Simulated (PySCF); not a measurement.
# CH3Cl3Si (Methyltrichlorosilane): the cost of one run

Computed with PySCF 2.14.0, with density-fitted response routines of our own, on a single molecule in the gas phase. Atoms count from 0, in the outputs and in this text.

## 1. Starting geometry

8 atoms, charge 0, multiplicity 1; geometry from: GFN2-xTB. The atoms were then displaced at random by about 0.03 Å, so the start is not that level's minimum.

Bonds of the start (Å): C0–Si1 1.84, Si1–Cl2 2.01, Si1–Cl3 2.06, Si1–Cl4 2.01, C0–H5 1.01, C0–H6 1.14, C0–H7 1.13.

## 2. Optimising the geometry at PBE0-D3(BJ)/def2-SVP

What the job is given:

```
{"job": {"xc": "PBE0", "basis": "def2-SVP", "d3": "d3bj", "grid": 1, "shake": 0.03, "kind": "geom"}, "charge": 0, "multiplicity": 1}
C     -0.980830    -0.270200     0.038860
Si     0.808300     0.138650    -0.040140
Cl     1.647090    -0.961500    -1.503520
Cl     1.242620     2.116690    -0.440550
Cl     1.663250    -0.324190     1.714840
H     -1.257900    -1.181680     0.383570
H     -1.518780     0.500260     0.686610
H     -1.447410    -0.084870    -0.972510
```

On the command line:

```sh
> OMP_NUM_THREADS=1 python probes_run.py task.json out
```

This one command runs all jobs of the session in turn.

Q: Estimate the wall time and peak memory of this first job on 1 thread of Arm Neoverse V1, shared host.

About 2.6 min, with a peak of 0.42 GiB.
